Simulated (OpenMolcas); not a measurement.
# SnSe (SMILES [Se][Sn]): MP2/ANO-RCC-VTZP (DKH2)

What is the energy change on altering one bond length of SnSe at MP2/ANO-RCC-VTZP (DKH2)? 

Program for the calculation: OpenMolcas 26.06.

## Step 1: Starting point

SnSe: 2 atoms, total charge 0, spin state singlet. SMILES: `[Se][Sn]`. Geometry: relaxed at PBE0-D4/def2-TZVP.

Bond lengths: Se1–Sn2 2.325 Å.

## Step 2: A single-point energy at MP2/ANO-RCC-VTZP (DKH2)

struct.xyz reads:

```xyz
2

Se     0.000000     0.000000     0.006530
Sn     0.000000     0.000000     2.331810
```

job.inp reads:

```
* SeSn MP2
>>> EXPORT MOLCAS_PRINT=2

&GATEWAY
  Coord=struct.xyz
  Basis=ANO-RCC-VTZP
  Group=NoSym

&SEWARD

&SCF
  PrOrbitals=1 1

&MBPT2
  Frozen=27
```

The run is started by

```bash
$ export MOLCAS_MEM=1860
$ pymolcas job.inp > job.log
```

The log of the run:

```text
--- Start Module: gateway ---
[...]
--- Stop Module: gateway /rc=_RC_ALL_IS_WELL_ ---
[...]
      Basis functions          111
[...]
--- Start Module: scf ---
[...]
       Convergence after  12 Iterations
[...]
::    Total SCF energy                              -8600.5140277686
[...]
      Total spin, S                                     0.0000000000
[...]
      Total electronic charge=   84.000000
      Total            charge=   -0.000000
[...]
      Dipole Moment (debye):
      Origin of the operator (angstrom)=    0.0000    0.0000    1.4018
                   X= -2.1173E-11               Y=  7.8336E-12               Z=  3.8418E+00           Total=  3.8418E+00
      Quadrupole Moment (debye*angstrom):
[...]
--- Stop Module: scf /rc=_RC_ALL_IS_WELL_ ---
[...]
--- Start Module: mbpt2 ---
[...]
WARNING!
Default frozen orbitals as non valence orbitals is overwritten by user input.
Default values:  32
[...]
       Reference weight ( Cref**2 )         =        0.82269
::    Total MBPT2 energy                            -8601.2244533977
[...]
      Total MBPT2 calculations                           0.59      0.68
--- Stop Module: mbpt2 /rc=_RC_ALL_IS_WELL_ ---
[...]
```

Run time: 38 s. Hardware: 1 thread of Arm Neoverse N1, shared host; peak memory 0.69 GiB.

## Step 3: The distorted shape, same level

struct.xyz reads:

```xyz
2

Se     0.000000     0.000000    -0.574790
Sn     0.000000     0.000000     2.331810
```

job.inp reads:

```
* SeSn MP2

&gateway
  coord=struct.xyz
  basis=ANO-RCC-VTZP
  group=NoSym

&seward

&scf
  prorbitals=1 1

&mbpt2
  frozen=27
```

The run is started by

```bash
$ export MOLCAS_MEM=1860
$ pymolcas job.inp > job.log
```

The log of the run:

```text
--- Start Module: gateway ---
[...]
--- Stop Module: gateway /rc=_RC_ALL_IS_WELL_ ---
[...]
      Basis functions          111
[...]
--- Start Module: scf ---
[...]
       Convergence after  13 Iterations
[...]
::    Total SCF energy                              -8600.4392281358
[...]
      Total spin, S                                     0.0000000000
[...]
      Total electronic charge=   84.000000
      Total            charge=   -0.000000
[...]
      Dipole Moment (debye):
      Origin of the operator (angstrom)=    0.0000    0.0000    1.1693
                   X= -8.5111E-11               Y=  1.4756E-11               Z=  7.1000E+00           Total=  7.1000E+00
      Quadrupole Moment (debye*angstrom):
[...]
--- Stop Module: scf /rc=_RC_ALL_IS_WELL_ ---
[...]
--- Start Module: mbpt2 ---
[...]
WARNING!
Default frozen orbitals as non valence orbitals is overwritten by user input.
Default values:  32
[...]
       Reference weight ( Cref**2 )         =        0.79499
::    Total MBPT2 energy                            -8601.1579549408
[...]
      Total MBPT2 calculations                           0.57      0.66
--- Stop Module: mbpt2 /rc=_RC_ALL_IS_WELL_ ---
[...]
```

Wall time 36 s (1 thread of Arm Neoverse N1, shared host); peak memory 0.69 GiB.

## Step 4: Outcome

Level: MP2/ANO-RCC-VTZP (DKH2), 27 core orbitals frozen.

| quantity | value |
| --- | --- |
| first shape: total energy | -8601.22445 Eh |
| first shape: dipole moment (mean-field density) | 3.84 D |
| first shape: HOMO energy (Hartree–Fock orbitals) | -9.07 eV |
| first shape: LUMO energy (Hartree–Fock orbitals) | -0.06 eV |
| first shape: HOMO–LUMO gap (Hartree–Fock orbitals) | 9.00 eV |
| first shape: correlation energy (27 core orbitals frozen) | -710.4 mEh |
| distorted shape: total energy | -8601.15795 Eh |
| distorted shape: dipole moment (mean-field density) | 7.10 D |
| distorted shape: HOMO energy (Hartree–Fock orbitals) | -7.86 eV |
| distorted shape: LUMO energy (Hartree–Fock orbitals) | -1.13 eV |
| distorted shape: HOMO–LUMO gap (Hartree–Fock orbitals) | 6.73 eV |
| distorted shape: correlation energy (27 core orbitals frozen) | -718.7 mEh |
| energy change with the Se1–Sn2 bond stretched from 2.325 to 2.907 Å | 1.810 eV |

**Reading.** With the Se1–Sn2 bond stretched from 2.325 to 2.907 Å the energy rises by 1.81 eV (42 kcal/mol). The first shape isn't relaxed at this level, so the change isn't measured from a minimum.
